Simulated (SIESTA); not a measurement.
FeO2 under changes of volume

One of the cells (11.734 Å³/atom); the others are scaled copies at fixed shape and fractional positions:

```
CELL_PARAMETERS angstrom
-1.94322 1.94322 4.66109
1.94322 -1.94322 4.66109
1.94322 1.94322 -4.66109
ATOMIC_POSITIONS crystal
Fe 0.75000 0.25000 0.50000
Fe 0.00000 0.00000 0.00000
O 0.95770 0.45770 0.50000
O 0.79230 0.79230 0.00000
O 0.20770 0.20770 0.00000
O 0.54230 0.04230 0.50000
```

The cell comes from a database or a generator and needn't be the stable form of this composition.

| Item | Value |
| --- | --- |
| Program | SIESTA 5.4.2 |
| Functional | PBEsol |
| Potentials or basis | PseudoDojo 0.4 standard (PBEsol files) |
| Basis | DZP (energy shift 0.003 Ry; two zetas on semicore shells) |
| Grid cutoff | 800 Ry |
| Energy shift | 0.003 Ry |
| k mesh | 10 × 10 × 10 |
| Occupations | fermi-dirac, width 0.05 eV |
| Spin | collinear spin, ferromagnetic start |
| Starting moments | [3.0, 3.0, 0.0, 0.0, 0.0, 0.0] μB |

```tsv
volume (Å³/atom)	energy over the lowest point (meV/atom)	pressure (GPa)	moment (μB per cell)	largest force (eV/Å)
10.814	0.00	-10.9	5.59	0.234
11.044	17.38	-11.9	6.12	0.321
11.274	34.86	-13.5	6.48	0.427
11.734	78.80	-17.0	6.91	0.623
11.964	?	?	?	?
12.194	131.16	-19.5	7.39	0.810
```

Question: What does the run at 11.964 Å³/atom give?

Answer: Energy over the lowest point 104.32 meV/atom; pressure -18.4 GPa; moment 7.12 μB per cell; largest force 0.715 eV/Å.

Worked out: A Birch-Murnaghan fit of order 3 (a polynomial in V^(-2/3)) to the other rows has no minimum within the range. It gives 103.69 meV/atom at 11.964 Å³/atom, against the run's 104.32, and -dE/dV = -18.3 GPa, against -18.4. A parabola through the other rows of the moment, of slope 0.781 μB per Å³/atom there, gives 7.20 μB, against the run's 7.12.

Energies are extrapolated to zero smearing.

Caveats: short orbitals over semicore shells can move pressures by several GPa; the basis of atomic orbitals isn't converged, which shifts pressures, moduli and gaps; only a ferromagnetic start was run, and an antiferromagnetic order may lie lower in energy.
